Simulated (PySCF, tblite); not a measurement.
# C5H9ClSi: geometry, infrared bands and NMR shifts

Aim: predict the infrared bands and NMR shifts of C5H9ClSi (`ClC[C@H]1C=CC[SiH2]1`).

Programs: tblite 0.8.0 and PySCF 2.14.0, with density-fitted response routines of our own. Each step states its level of theory. These are calculated values for one molecule in the gas phase, unless marked as measured. Atoms are numbered from 0 throughout.

## 1. The starting structure

16 atoms, charge 0, multiplicity 1; geometry from: force field or distance geometry start.

Bonds of the start (Å): Cl0–C1 1.78, C1–C2 1.48, C2–C3 1.48, C3–C4 1.28, C4–C5 1.47, C5–Si6 1.87, Si6–C2 1.90, C1–H7 1.13, C1–H8 1.13, C2–H9 1.10, C3–H10 1.13, C4–H11 1.13, C5–H12 1.12, C5–H13 1.10, Si6–H14 1.46, Si6–H15 1.48.

## 2. Optimising the geometry with GFN2-xTB

What the job is given:

```
{"job": {"kind": "relax", "xc": "GFN2-xTB", "basis": "xTB"}, "charge": 0, "multiplicity": 1}
Cl     0.837900    -0.908900     1.928900
C      1.734800    -0.368000     0.495600
C      0.882400     0.166400    -0.593700
C     -0.089700    -0.831200    -1.089600
C     -1.262800    -0.862300    -0.570200
C     -1.629200     0.112300     0.463600
Si    -0.302000     1.410300     0.207600
H      2.467300     0.434500     0.810500
H      2.374200    -1.197800     0.074100
H      1.448400     0.648400    -1.403000
H      0.233400    -1.564000    -1.883000
H     -2.041700    -1.614600    -0.909800
H     -1.613500    -0.308700     1.500100
H     -2.619800     0.519600     0.204600
H     -0.694700     2.467200    -0.722400
H      0.267600     1.905700     1.475300
```

Launch:

```
$ OMP_NUM_THREADS=1 python probes_run.py task.json out
```

One launch serves the whole session: the jobs run in the order shown.

**Question.** This job is followed by: GFN2-xTB harmonic vibrations, gas phase; GIAO PBE0/pcSseg-1 NMR shielding, non-relativistic, gas phase. Predict these results of the whole session: strongest single infrared mode (GFN2-xTB); zero-point energy (GFN2-xTB); ¹³C shifts against TMS (PBE0/pcSseg-1); ¹H shifts against TMS (PBE0/pcSseg-1); ³⁵Cl shifts against HCl (PBE0/pcSseg-1); ²⁹Si shifts against TMS (PBE0/pcSseg-1).

**Answer**, as computed:

```
                                 quantity                                                     value
strongest single infrared mode (GFN2-xTB)                                     2238 cm⁻¹, 433 km/mol
             zero-point energy (GFN2-xTB)                                             76.1 kcal/mol
   ¹³C shifts against TMS (PBE0/pcSseg-1)                        142.8, 140.9, 54.5, 37.8, 17.7 ppm
    ¹H shifts against TMS (PBE0/pcSseg-1)  6.33, 5.88, 4.58, 4.20, 3.88, 3.82, 2.44, 1.90, 1.71 ppm
  ³⁵Cl shifts against HCl (PBE0/pcSseg-1)                                                    76 ppm
  ²⁹Si shifts against TMS (PBE0/pcSseg-1)                                                 -34.6 ppm
```

In words: The optimisation took 71 steps and gained 0.554 eV; among the close pairs (by a distance rule), C4–H11 changed most, from 1.135 to 1.081 Å. No mode is imaginary among the 42: a minimum at this level. The strongest single mode, at 2238 cm⁻¹, moves mainly H14. Unscaled tight-binding wavenumbers are off by several per cent, some by more. Its intensities can rank the bands wrongly. At PBE0/pcSseg-1: The largest span, 365 ppm, is at Cl0, where the paramagnetic term is -273 ppm.
